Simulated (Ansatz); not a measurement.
# CdCo2Se3: the cost of one run

Method: DFT PBE, scalar-relativistic, plane waves, PAW, unless a step names another level, in Ansatz 0.2.0.

7 further runs of the same task are left out: 2 that didn't finish, 5 set aside as unsound or not needed.

## (1) The formula and the candidates

Pauling electronegativities: Cd 1.69, Co 1.88, Se 2.55 (spread 0.86). The formula balances with common oxidation states: Co +2, Cd +2, Se -2. Tabulated atomic sizes suggest about 21 Å³/atom. 22 candidates were drawn, by swapping species into database cells of other compounds, at random by space group and Wyckoff sites, or by hand, as the table says:

| name | made from | space group no. | Wyckoff sites | atoms (primitive cell) | V (Å³/atom) |
| --- | --- | --- | --- | --- | --- |
| c01 | database cell of Hf2SiAs3 | 115 | Cd 1b; Co 2g; Se 2g, 1a | 6 | 18.6 |
| c02 | random | 191 | Cd 1b; Co 2e; Se 3f | 6 | 23.1 |
| c03 | random | 164 | Cd 1a; Co 2d; Se 3f | 6 | 22.4 |
| c04 | random | 139 | Cd 2a; Co 4e; Se 4d, 2b | 6 | 24.4 |
| c05 | random | 187 | Cd 1f; Co 2g; Se 3k | 6 | 26.5 |
| c06 | random | 65 | Cd 2d; Co 4j; Se 4f, 2c | 6 | 21.0 |
| c07 | random | 191 | Cd 1b; Co 2e; Se 3g | 6 | 25.2 |
| c08 | random | 139 | Cd 2a; Co 4c; Se 4e, 2b | 6 | 25.9 |
| c09 | database cell of LaAl2Ag3 | 65 | Cd 2a; Co 4f; Se 4i, 2c | 6 | 21.1 |
| c10 | random | 123 | Cd 1c; Co 1a, 1d; Se 2g, 1b | 6 | 26.7 |
| c11 | random | 115 | Cd 1d; Co 2g; Se 2f, 1c | 6 | 22.3 |
| c12 | random | 191 | Cd 1a; Co 2e; Se 2c, 1b | 6 | 21.4 |
| c13 | random | 123 | Cd 1c; Co 1b, 1d; Se 2f, 1a | 6 | 24.8 |
| c14 | random | 123 | Cd 1d; Co 2g; Se 2f, 1a | 6 | 20.9 |
| c15 | random | 191 | Cd 1a; Co 2d; Se 2c, 1b | 6 | 23.3 |
| c16 | database cell of TbB2Ir3 | 191 | Cd 1b; Co 2d; Se 3f | 6 | 20.7 |
| c17 | random | 191 | Cd 1b; Co 2d; Se 1a, 2c | 6 | 25.8 |
| c18 | random | 191 | Cd 1a; Co 2e; Se 3g | 6 | 25.3 |
| c19 | database cell of NdB2Ru3 | 191 | Cd 1a; Co 2c; Se 3g | 6 | 20.6 |
| c20 | random | 123 | Cd 1d; Co 2e; Se 2f, 1b | 6 | 22.8 |
| c21 | random | 47 | Cd 1b; Co 1e, 1c; Se 2o, 1h | 6 | 26.2 |
| c22 | database cell of Sr2Al3Ge | 187 | Cd 1e; Co 2h; Se 1f, 1a, 1b | 6 | 27.7 |

## (2) Screening run of c02

Input file input.yaml:

```yaml
crystal:
  lattice:
    - [4.1835968, 0.0, 0.0]
    - [-2.0917984, 3.62310111, 0.0]
    - [0.0, 0.0, 9.14657797]
  atoms:
    - { symbol: Cd, position: [0.0, 0.0, 0.5] }
    - { symbol: Co, position: [0.0, 0.0, 0.19534515], spin: 3.0 }
    - { symbol: Co, position: [0.0, 0.0, 0.80465485], spin: 3.0 }
    - { symbol: Se, position: [0.5, 0.0, 0.0] }
    - { symbol: Se, position: [0.0, 0.5, 0.0] }
    - { symbol: Se, position: [0.5, 0.5, 0.0] }
basis:
  ecutwfc: 420
kpoints:
  mp_grid: { grid: [3, 3, 2] }
hamiltonian:
  xc: pbe
scf:
  occupations: { method: gaussian, width: 0.15 }
  lower_state_search: "off"
output:
  forces: true
  stress: true
  eigenvalues: true
  populations: true
magnetization:
  spin_polarized: true
relax:
  adjacent_minimum: "off"
  f_tol: 0.08
  max_steps: 16
  cell: { stress_tol: 0.8 }
```

Command:

```sh
> ansatz run input.yaml --threads 1 --pin off --max-ram 2560MiB --backend cpu --events-out ev --progress --plain --runs-dir out
```

What time and memory should one allow on 1 thread of Arm Neoverse V1, shared host?

About 3.5 min, with a peak of 0.57 GiB.
